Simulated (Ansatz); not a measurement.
This script makes an equation of state with a fit of MgZr₂, space group R-3m with Ansatz's Python interface.

`eos_mgzr2.py`
```python
from dataclasses import dataclass
import warnings

import ansatz as az
import numpy as np
from pymatgen.analysis.eos import EOS


@dataclass(frozen=True)
class Settings:
    functional: str = "r2SCAN"
    cutoff: int = 600
    smearing: str = "cold"
    kmesh: tuple[int, ...] = (10, 10, 10)


cfg = Settings()

VECTORS = np.array([
    [1.616524, 0.933301, 7.776513],
    [-1.616524, 0.933301, 7.776513],
    [0.0, -1.866601, 7.776513],
])
SITES = [
    ("Mg", (0.0, 0.0, 0.0)),
    ("Zr", (0.219427, 0.219427, 0.219427)),
    ("Zr", (0.780573, 0.780573, 0.780573)),
]


def on_lattice(cell):
    crystal = az.Crystal(lattice=az.Lattice.of(cell))
    for symbol, position in SITES:
        crystal = crystal.atom(symbol, position)
    return crystal

warnings.simplefilter("ignore", az.DeckWarning)

volumes, energies = [], []
for scale in np.linspace(0.88, 1.12, 7):
    cell = VECTORS * scale ** (1 / 3)
    calc = on_lattice(cell).calculation()
    calc = calc.functional(cfg.functional)
    calc = calc.pseudopotentials("paw")
    calc = calc.basis(cfg.cutoff).occupations(cfg.smearing)
    calc = calc.kpoints(*cfg.kmesh)
    data = calc.run().report
    volumes.append(abs(np.linalg.det(cell)) / len(SITES))
    energies.append(data["free_energy_ev"] / len(SITES))
    print(f"V = {volumes[-1]:8.4f} A^3/atom  F = {energies[-1]:.5f} eV/atom")

for form in ["murnaghan"]:
    fit = EOS(eos_name=form).fit(volumes, energies)
    print(f"{form:18s} V0 {fit.v0:8.4f} A^3/atom  B0 {fit.b0_GPa:7.1f} GPa  B1 {fit.b1:5.2f}")
```

Its results, one of them left out:

| V (Å³/atom) | F less the lowest row shown (meV/atom) |
| --- | --- |
| 20.649 | 98.51 |
| 21.588 | 41.94 |
| 22.526 | 10.28 |
| 23.465 | 0.00 |
| 24.403 | 8.11 |
| 25.342 | 31.73 |
| 26.281 | ? |

What is the missing energy at 26.281 Å³ an atom?

A third-order Birch-Murnaghan fit, E = E0 + (9 V0 B0 / 16) [(t - 1)³ B' + (t - 1)² (6 - 4t)] with t = (V0/V)^(2/3), through the 6 rows shown gives V0 = 23.498 Å³, B0 = 77.6 GPa, B' = 2.90 and E0 = 0.02 meV. At V = 26.281 Å³, t = 0.92810, and the fit extrapolates to 68.80 meV. The run gave 68.34 meV, a miss of 0.47 meV.

Reading the output:
- Shape and fractional positions are held along the curve, so the bulk modulus is an upper value where they are free to relax.
- For a metal this k-point mesh is coarse: on a finer one energies can move by several to tens of meV an atom and pressures by half a GPa or more, differences at one mesh by less.
- This cell is a computed structure, which may not be the phase found in nature.
- Finished in 2.5 min on 1 thread of Arm Neoverse V1 (shared host), peak memory 0.82 GiB.
